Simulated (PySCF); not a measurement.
**[YBr2]+: a change of charge**

Aim: at the relaxed geometry of [YBr2]+, try a change of charge. The structure is generated, not taken from experiment.

Computed with PySCF 2.14.0. Level: PBE0, Y def2-SVP with ECP28, Br def2-SVP; scalar-relativistic core potentials, no spin–orbit coupling.

1 further run of the same task is left out (for a known fault of the program).

## 1. The system as given

3 atoms, charge 1, spin multiplicity 1.

Bond lengths: Y1–Br2 2.491 Å, Y1–Br3 2.491 Å. Angles: Br2–Y1–Br3 111.4°.

As a file:

```xyz
3
charge 1, multiplicity 1
Y     0.0000    0.0000   -0.9059
Br    2.0576    0.0000    0.4979
Br   -2.0576    0.0000    0.4979
```

Formal oxidation states: Y +3. An earlier session relaxed this geometry at PBE0, Y def2-SVP with ECP28, Br def2-SVP (singlet, point group C2v).

Its energy there is -5185.296209 Eh.

## 2. One electron removed, multiplicity 2

run.py (the lines that set the calculation) reads:

```python
mol = gto.M(atom='''
Y      0.00000     0.00000    -0.90593
Br     2.05764     0.00000     0.49787
Br    -2.05764     0.00000     0.49787''',
    basis={'Y': 'def2-SVP', 'Br': 'def2-SVP'},
    ecp={'Y': 'def2-SVP'},
    charge=2, spin=1)
mf = dft.UKS(mol, xc='PBE0')
mf.grids.atom_grid = (50, 194)
mf = mf.density_fit()  # fitting sets: Y def2-universal-JKFIT, Br def2-universal-JKFIT
mf.conv_tol = 1e-08; mf.max_cycle = 55
mf.kernel(dm0)  # dm0: the density of the relaxed state
```

Command:

```bash
$ OMP_NUM_THREADS=2 python run.py
```

Standard output:

```text
init E= -5185.30782507234
  HOMO = -0.482511384419  LUMO = -0.47575851281  gap/eV = 0.18375
cycle= 1 E= -5184.71834965768  delta_E= 0.589  |g|= 0.173  |ddm|= 0.791
  HOMO = -0.733138096447  LUMO = -0.677256850756  gap/eV = 1.52061
cycle= 2 E= -5184.72452972567  delta_E= -0.00618  |g|= 0.181  |ddm|= 0.517
  HOMO = -0.703771053721  LUMO = -0.642900896011  gap/eV = 1.65636
cycle= 3 E= -5184.73898668117  delta_E= -0.0145  |g|= 0.038  |ddm|= 0.259
  HOMO = -0.696088963077  LUMO = -0.635842900402  gap/eV = 1.63938
cycle= 4 E= -5184.73977780209  delta_E= -0.000791  |g|= 0.0156  |ddm|= 0.0722
  HOMO = -0.69524706842  LUMO = -0.633843351065  gap/eV = 1.67088
cycle= 5 E= -5184.73997744764  delta_E= -0.0002  |g|= 0.00401  |ddm|= 0.0277
  HOMO = -0.695097805649  LUMO = -0.633431432908  gap/eV = 1.67803
cycle= 6 E= -5184.73999846982  delta_E= -2.1e-05  |g|= 0.000663  |ddm|= 0.00975
  HOMO = -0.695100927382  LUMO = -0.633308010436  gap/eV = 1.68147
cycle= 7 E= -5184.73999966122  delta_E= -1.19e-06  |g|= 0.000332  |ddm|= 0.0028
  HOMO = -0.695089090654  LUMO = -0.633274573907  gap/eV = 1.68206
cycle= 8 E= -5184.73999982372  delta_E= -1.63e-07  |g|= 8.64e-05  |ddm|= 0.000955
  HOMO = -0.69508720651  LUMO = -0.633272322619  gap/eV = 1.68207
cycle= 9 E= -5184.739999845  delta_E= -2.13e-08  |g|= 3.81e-05  |ddm|= 0.00039
  HOMO = -0.695083524789  LUMO = -0.633271535702  gap/eV = 1.68199
cycle= 10 E= -5184.73999985235  delta_E= -7.35e-09  |g|= 1.64e-05  |ddm|= 0.000263
  HOMO = -0.695082456755  LUMO = -0.633271802327  gap/eV = 1.68195
Extra cycle  E= -5184.73999985384  delta_E= -1.5e-09  |g|= 1.03e-05  |ddm|= 0.000102
converged SCF energy = -5184.73999985384  <S^2> = 0.76590947  2S+1 = 2.0158467
```

Wall time 2.2 s (2 threads of Arm Neoverse V1, shared host).

It gives: E = -5184.740000 Eh (+15.135 eV from the relaxed state), HOMO -18.91 eV, LUMO -17.23 eV (over both spins), ⟨S²⟩ = 0.766, Mulliken charge on Y1 +1.42 e. 

## 3. One electron added, multiplicity 2

Edit run.py (the lines that set the calculation) of step 2 so:

```diff
@@ -6,3 +6,3 @@
     ecp={'Y': 'def2-SVP'},
-    charge=2, spin=1)
+    charge=0, spin=1)
 mf = dft.UKS(mol, xc='PBE0')
```

Command:

```bash
$ OMP_NUM_THREADS=2 python run.py
```

Standard output:

```text
init E= -5185.30725849177
  HOMO = -0.292059910696  LUMO = -0.290234752264  gap/eV = 0.04967
cycle= 1 E= -5185.49845901953  delta_E= -0.191  |g|= 0.192  |ddm|= 1.25
  HOMO = -0.119071748195  LUMO = -0.0441032449889  gap/eV = 2.04000
cycle= 2 E= -5185.48148359508  delta_E= 0.017  |g|= 0.256  |ddm|= 0.948
  HOMO = -0.168636418318  LUMO = -0.0817009226339  gap/eV = 2.36564
cycle= 3 E= -5185.53225969151  delta_E= -0.0508  |g|= 0.0303  |ddm|= 0.498
  HOMO = -0.175736449445  LUMO = -0.0867862908653  gap/eV = 2.42046
cycle= 4 E= -5185.53259925912  delta_E= -0.00034  |g|= 0.0105  |ddm|= 0.0609
  HOMO = -0.177440133267  LUMO = -0.0873241914284  gap/eV = 2.45218
cycle= 5 E= -5185.53265892026  delta_E= -5.97e-05  |g|= 0.00268  |ddm|= 0.0258
  HOMO = -0.177809554559  LUMO = -0.0872494065041  gap/eV = 2.46427
cycle= 6 E= -5185.53268283288  delta_E= -2.39e-05  |g|= 0.00133  |ddm|= 0.0169
  HOMO = -0.178090366278  LUMO = -0.0872667585589  gap/eV = 2.47144
cycle= 7 E= -5185.5326993725  delta_E= -1.65e-05  |g|= 0.000827  |ddm|= 0.0191
  HOMO = -0.178289379802  LUMO = -0.0873237670779  gap/eV = 2.47530
cycle= 8 E= -5185.5327054337  delta_E= -6.06e-06  |g|= 0.000313  |ddm|= 0.0146
  HOMO = -0.178343080235  LUMO = -0.0873884708421  gap/eV = 2.47500
cycle= 9 E= -5185.53270614054  delta_E= -7.07e-07  |g|= 9.63e-05  |ddm|= 0.00511
  HOMO = -0.17835181422  LUMO = -0.0874011299021  gap/eV = 2.47489
cycle= 10 E= -5185.53270618971  delta_E= -4.92e-08  |g|= 3.09e-05  |ddm|= 0.00141
  HOMO = -0.178352540665  LUMO = -0.0874034703236  gap/eV = 2.47485
cycle= 11 E= -5185.53270619193  delta_E= -2.22e-09  |g|= 4.29e-06  |ddm|= 0.000282
  HOMO = -0.178353353941  LUMO = -0.0874034068161  gap/eV = 2.47487
Extra cycle  E= -5185.53270619195  delta_E= -2.55e-11  |g|= 3.16e-06  |ddm|= 2.53e-05
converged SCF energy = -5185.53270619195  <S^2> = 0.75117675  2S+1 = 2.0011764
```

It took 2.3 s on 2 threads of Arm Neoverse V1, shared host.

Read off: E = -5185.532706 Eh (-6.435 eV from the relaxed state), HOMO -4.85 eV, LUMO -2.38 eV (over both spins), ⟨S²⟩ = 0.751, Mulliken charge on Y1 +0.49 e. 

## 4. The states side by side

| state | energy from the relaxed state (eV) | ⟨S²⟩ | time |
| --- | --- | --- | --- |
| charge +1, singlet, vacuum (relaxed) | 0 | 0.00 |  |
| charge 0, doublet, vacuum | -6.44 | 0.75 | 2.3 s |
| charge +2, doublet, vacuum | 15.14 | 0.77 | 2.2 s |

An electron taken off or put on is at rest in vacuum. 

Removing an electron vertically costs 15.14 eV (doublet), against −HOMO = 13.04 eV. Adding an electron vertically releases 6.44 eV (doublet). The bases are small and lack diffuse functions. Spin–orbit coupling is left out.
